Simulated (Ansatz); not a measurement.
# YbBi (P6_3/mmc, relaxed from a wurtzite start): equation of state

The task here is to estimate one member of a computed series from the others.

Method: DFT PBE, scalar-relativistic, plane waves, PAW, in Ansatz 0.2.0.

**The starting structure**

The structure is hexagonal, space group P6_3/mmc (No. 194). The conventional cell has a = 5.494 Å, b = 5.494 Å, c = 6.275 Å, α = 90.00°, β = 90.00°, γ = 120.00°. Yb (site symmetry -6m2) is surrounded by 5 Bi at 3.14 to 3.17 Å. Bi (site symmetry -6m2) is surrounded by 5 Yb at 3.14 to 3.17 Å.

As a file:

```cif
data_structure
_symmetry_space_group_name_H-M 'P 1'
_symmetry_Int_Tables_number 1
_cell_length_a 5.4936
_cell_length_b 5.4936
_cell_length_c 6.2754
_cell_angle_alpha 90.000
_cell_angle_beta 90.000
_cell_angle_gamma 120.000
_cell_volume 164.02
loop_
_atom_site_label
_atom_site_type_symbol
_atom_site_fract_x
_atom_site_fract_y
_atom_site_fract_z
_atom_site_occupancy
Yb1 Yb 0.66667 0.33333 0.06260 1
Yb2 Yb 0.33333 0.66667 0.56260 1
Bi1 Bi 0.66667 0.33333 0.56260 1
Bi2 Bi 0.33333 0.66667 0.06260 1
```

An earlier run at PBE left this cell at 41.004 Å³/atom and 0.00 GPa (8×8×6 mesh).

Volume factors to run: 0.980, 1.020, 0.960, 1.040, 1.070, 1.100, 0.945.

The first run:

input.yaml reads:

```yaml
crystal:
  lattice:
    - [5.4567112556, 0.0, 0.0]
    - [-2.7283556278, 4.7256505685, 0.0]
    - [0.0, 0.0, 6.2332919455]
  atoms:
    - { symbol: Yb, position: [0.6666666667, 0.3333333333, 0.0626], spin: 0.05 }
    - { symbol: Yb, position: [0.3333333333, 0.6666666667, 0.5626], spin: 0.05 }
    - { symbol: Bi, position: [0.6666666667, 0.3333333333, 0.5626] }
    - { symbol: Bi, position: [0.3333333333, 0.6666666667, 0.0626] }
basis:
  ecutwfc: 420
  ecutrho_ratio: 4
kpoints:
  mp_grid: { grid: [8, 8, 6] }
hamiltonian:
  xc: pbe
scf:
  occupations: { method: gaussian, width: 0.05 }
output:
  forces: true
  stress: true
  eigenvalues: true
  populations: true
magnetization:
  spin_polarized: true
relax:
  f_tol: 0.01
  max_steps: 40
  cell: { stress_tol: 0.1, fix: [volume] }
```

On the command line:

```bash
> ansatz run input.yaml --threads 2 --pin off --max-ram 2662MiB --backend cpu --events-out ev --progress --plain --runs-dir out
```

Steps of the session up to this table: At 0.980 of the relaxed volume; Volume × 1.020; At 0.960 of the relaxed volume; At 1.040 of the relaxed volume; Volume × 1.070; At 1.100 of the relaxed volume; Volume × 0.945.

One of the session's tables, all rows but one given; the rest of the session is left out.

It belongs to the step «Energy and pressure against volume». 

| volume (Å³/atom) | energy (meV/atom) | pressure (GPa) |
| --- | --- | --- |
| 38.749 | 11.76 | 1.77 |
| 39.364 | 6.03 | 1.23 |
| 40.184 | 1.45 | 0.58 |
| 41.004 | 0.00 | 0.00 |
| 41.824 | 1.37 | -0.52 |
| 42.644 | 5.26 | -0.99 |
| 43.874 | ? | ? |
| 45.104 | 29.55 | -2.12 |

Q: Estimate the row for volume (Å³/atom) = 43.874 from the others.

Worked estimate for «energy (meV/atom)». A straight line through the neighbours (42.644, 5.26) and (45.104, 29.55) gives 5.26 + (29.55 − 5.26) × (43.874 − 42.644) / (45.104 − 42.644) = 17.41; a parabola fitted to 3 rows on both sides gives 15.04.

The run gave: energy (meV/atom): 15.25; pressure (GPa): -1.60. In «energy (meV/atom)» the line misses by +2.16 and the parabola by -0.21.

Caveats from the session: Warnings in the runs' records: seeded moment not kept, given moment on shells, structure snapped to symmetry, stability check not made.
